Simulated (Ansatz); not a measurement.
Crystal: HPbNO4.

```
H Pb N O
1.0
     6.43453    0.00000    0.00872
     0.00000    4.11089    0.00000
    -3.14884    0.00000    7.72026
H Pb N O
2 2 2 8
Cartesian
  0.2769 0.3972 3.9549
  3.0088 2.4526 3.7740
  5.4168 2.4873 2.2678
  -2.1311 0.4318 5.4611
  1.3145 1.5041 6.1266
  1.9712 3.5595 1.6024
  -0.6130 0.3781 3.5271
  0.1283 1.8988 6.2234
  2.2065 1.9134 6.9088
  1.6376 0.6685 5.2028
  3.8987 2.4336 4.2019
  3.1574 3.9543 1.5056
  1.0791 3.9688 0.8202
  1.6481 2.7240 2.5262
```

The cell was built by a generator and needn't be a form met in nature.

```yaml
Program: Ansatz 0.2.0
Task: relaxation of cell and atoms
Functional: r2SCAN
Dispersion: D4
Potentials_or_basis: Ansatz PAW
Cutoff: "500 eV (not typed: the program's choice for these potentials)"
k_mesh: 4 × 5 × 3
Occupations: fermi-dirac, width 0.05 eV
Spin: no spin polarisation
```

At the start: volume 14.59 Å³/atom.

Task: How do energy, volume and symmetry change on relaxing?

Result: It ends after 15 steps and the volume is 13.03 Å³/atom (-10.7 %); space group P2_1 (No. 4, to 0.05 Å).

Step by step:
```csv
step,energy change (eV),largest force (eV/Å),volume (Å³)
1,0.0000,0.6640,204.33
2,-0.1090,0.4843,177.86
3,-0.1831,0.6569,187.34
4,-0.2073,0.0962,185.86
5,-0.2124,0.0988,184.40
6,-0.2149,0.0543,183.61
7,-0.2164,0.0589,183.10
8,-0.2168,0.0334,183.17
9,-0.2172,0.0272,183.14
10,-0.2179,0.0399,182.92
11,-0.2184,0.0290,182.59
12,-0.2185,0.0332,182.55
13,-0.2186,0.0154,182.49
14,-0.2186,0.0080,182.49
15,-0.2068,0.0091,182.49
```

Final structure:
```xyz
14
Lattice="6.2797 0.0000 0.1486 0.0000 3.8652 0.0000 -2.9049 0.0000 7.4497" Properties=species:S:1:pos:R:3 pbc="T T T"
H     0.3986    0.2674    3.8781
H     2.9762    2.2000    3.7201
Pb    5.3721    2.2022    2.2649
Pb   -1.9973    0.2696    5.3334
N     1.3433    1.5027    5.9628
N     2.0315    3.4353    1.6354
O    -0.4837    0.2462    3.4611
O     0.1664    1.9051    6.0072
O     2.2156    1.9628    6.7236
O     1.6758    0.6084    5.1209
O     3.8585    2.1788    4.1371
O     3.2084    3.8377    1.5911
O     1.1592    3.8955    0.8747
O     1.6990    2.5410    2.4774
```

Caveat: the plane-wave basis is chosen anew once the cell has moved, so the energies of steps on either side of that aren't comparable; the PAW data sets come from PBE, with cores solved anew for the run's functional, which leaves a small shift of forces and pressure.
